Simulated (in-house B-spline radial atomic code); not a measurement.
**Excited states and polarisability of Ni¹⁰⁺ by several methods**

Aim: excitation energies, oscillator strengths, polarisability and C6 of Ni¹⁰⁺ by linear response on several mean fields, with the cost of each.

Program: in-house B-spline radial atomic code version 1. Level of theory: linear response of a closed shell, each method with its own adiabatic kernel; non-relativistic; B-spline basis; no spin-orbit coupling, no double excitations; only terms of natural parity, (−1)^L, with L up to 3 are computed. These are calculated values, not measurements, unless marked.

### Step 1. The system

| Item | Value |
| --- | --- |
| element | nickel (Z = 28) |
| charge | +10 |
| configuration | [Ne] 3s2 3p6 |
| runs | TDHF; BSE on G0W0@HF; LDA (VWN5); PBE; PBE0; B3LYP; CAM-B3LYP; LC-ωPBE; ωB97X; HSE06; BHandHLYP; BLYP; PBEsol; BP86; exchange-only LDA; B97-1; RPBE; OLYP |

The outer shells:

Ni¹⁰⁺
```
[Ne] core
3s [↑↓]
3p [↑↓][↑↓][↑↓]
```

### Step 2. TDHF

Settings of the run:

```ini
Z = 28
electrons = 18.0
configuration = [Ne] 3s2 3p6
hamiltonian = nr
method = hf
box_radius = 9.77
intervals = 51
```

Started as:

```bash
> python run_td.py task.json out
```

One command runs all members of the session, one after another, from task.json.

### Step 3. BSE on G0W0@HF

Settings: those of step 2 with these lines changed.

```diff
@@ -4,3 +4,3 @@
 hamiltonian = nr
-method = hf
+method = bse
 box_radius = 9.77
```

### Step 4. LDA (VWN5)

Settings: those of step 3 with these lines changed.

```diff
@@ -4,3 +4,3 @@
 hamiltonian = nr
-method = bse
+method = lda,vwn
 box_radius = 9.77
```

### Step 5. PBE

Settings: those of step 4 with these lines changed.

```diff
@@ -4,3 +4,3 @@
 hamiltonian = nr
-method = lda,vwn
+method = pbe,pbe
 box_radius = 9.77
```

### Step 6. PBE0

Settings: those of step 5 with these lines changed.

```diff
@@ -4,3 +4,3 @@
 hamiltonian = nr
-method = pbe,pbe
+method = pbe0
 box_radius = 9.77
```

### Step 7. B3LYP

Settings: those of step 6 with these lines changed.

```diff
@@ -4,3 +4,3 @@
 hamiltonian = nr
-method = pbe0
+method = b3lyp
 box_radius = 9.77
```

### Step 8. CAM-B3LYP

Settings: those of step 7 with these lines changed.

```diff
@@ -4,3 +4,3 @@
 hamiltonian = nr
-method = b3lyp
+method = camb3lyp
 box_radius = 9.77
```

### Step 9. LC-ωPBE

Settings: those of step 8 with these lines changed.

```diff
@@ -4,3 +4,3 @@
 hamiltonian = nr
-method = camb3lyp
+method = lc_wpbe
 box_radius = 9.77
```

### Step 10. ωB97X

Settings: those of step 9 with these lines changed.

```diff
@@ -4,3 +4,3 @@
 hamiltonian = nr
-method = lc_wpbe
+method = wb97x
 box_radius = 9.77
```

### Step 11. HSE06

Settings: those of step 10 with these lines changed.

```diff
@@ -4,3 +4,3 @@
 hamiltonian = nr
-method = wb97x
+method = hse06
 box_radius = 9.77
```

### Step 12. BHandHLYP

Settings: those of step 11 with these lines changed.

```diff
@@ -4,3 +4,3 @@
 hamiltonian = nr
-method = hse06
+method = bhandhlyp
 box_radius = 9.77
```

### Step 13. BLYP

Settings: those of step 12 with these lines changed.

```diff
@@ -4,3 +4,3 @@
 hamiltonian = nr
-method = bhandhlyp
+method = b88,lyp
 box_radius = 9.77
```

### Step 14. PBEsol

Settings: those of step 13 with these lines changed.

```diff
@@ -4,3 +4,3 @@
 hamiltonian = nr
-method = b88,lyp
+method = pbesol
 box_radius = 9.77
```

### Step 15. BP86

Settings: those of step 14 with these lines changed.

```diff
@@ -4,3 +4,3 @@
 hamiltonian = nr
-method = pbesol
+method = b88,p86
 box_radius = 9.77
```

### Step 16. exchange-only LDA

Settings: those of step 15 with these lines changed.

```diff
@@ -4,3 +4,3 @@
 hamiltonian = nr
-method = b88,p86
+method = lda,
 box_radius = 9.77
```

### Step 17. B97-1

Settings: those of step 16 with these lines changed.

```diff
@@ -4,3 +4,3 @@
 hamiltonian = nr
-method = lda,
+method = b97_1
 box_radius = 9.77
```

### Step 18. RPBE

Settings: those of step 17 with these lines changed.

```diff
@@ -4,3 +4,3 @@
 hamiltonian = nr
-method = b97_1
+method = rpbe,pbe
 box_radius = 9.77
```

### Step 19. OLYP

Settings: those of step 18 with these lines changed.

```diff
@@ -4,3 +4,3 @@
 hamiltonian = nr
-method = rpbe,pbe
+method = optx,lyp
 box_radius = 9.77
```

What does the calculation give? Wanted: for each run, threshold; 3p→3d ¹P; 3p→3d ³P, Tamm-Dancoff; α; C6.

**Answer**, as computed:

| run | threshold (eV) | 3p→3d ¹P (eV) | 3p→3d ³P, Tamm-Dancoff (eV) | α (bohr³) | C6 (hartree bohr⁶) | time |
| --- | --- | --- | --- | --- | --- | --- |
| TDHF | 319.54 | 81.266 | 57.139 | 0.3305 | 0.2949 | 0.6 s |
| BSE on G0W0@HF | 320.26 | 81.794 | 57.953 | 0.3281 | 0.2910 | 1 s |
| LDA (VWN5) | 303.74 | 81.516 | 58.227 | 0.3292 | 0.2938 | 0.4 s |
| PBE | 303.90 | 81.942 | 58.273 | 0.3286 | 0.2939 | 0.5 s |
| PBE0 | 308.23 | 81.793 | 58.102 | 0.3289 | 0.2939 | 0.8 s |
| B3LYP | 307.37 | 81.627 | 57.916 | 0.3293 | 0.2941 | 0.8 s |
| CAM-B3LYP | 309.36 | 81.630 | 57.899 | 0.3294 | 0.2942 | 1 s |
| LC-ωPBE | 309.79 | 82.049 | 58.413 | 0.3284 | 0.2939 | 0.8 s |
| ωB97X | 310.30 | 81.986 | 58.486 | 0.3276 | 0.2923 | 1 s |
| HSE06 | 307.76 | 81.840 | 58.172 | 0.3288 | 0.2939 | 0.9 s |
| BHandHLYP | 312.31 | 81.471 | 57.637 | 0.3298 | 0.2944 | 0.7 s |
| BLYP | 303.73 | 81.763 | 57.968 | 0.3291 | 0.2942 | 0.5 s |
| PBEsol | 303.69 | 81.813 | 58.230 | 0.3288 | 0.2939 | 0.5 s |
| BP86 | 304.03 | 81.920 | 58.365 | 0.3284 | 0.2934 | 0.5 s |
| exchange-only LDA | 301.50 | 81.573 | 57.706 | 0.3298 | 0.2950 | 0.4 s |
| B97-1 | 307.47 | 81.672 | 58.159 | 0.3290 | 0.2938 | 0.7 s |
| RPBE | 303.92 | 82.027 | 58.307 | 0.3286 | 0.2941 | 0.5 s |
| OLYP | 304.68 | 81.939 | 57.957 | 0.3280 | 0.2928 | 0.5 s |

What this shows: α runs from 0.328 (ωB97X) to 0.330 bohr³ (TDHF). The semilocal functionals put the threshold at 301.50 to 304.68 eV, under Hartree-Fock's 319.54 eV, through self-interaction. In this BSE only levels near the gap carry their own quasi-particle shift; deeper ones move rigidly and higher empty ones not at all.
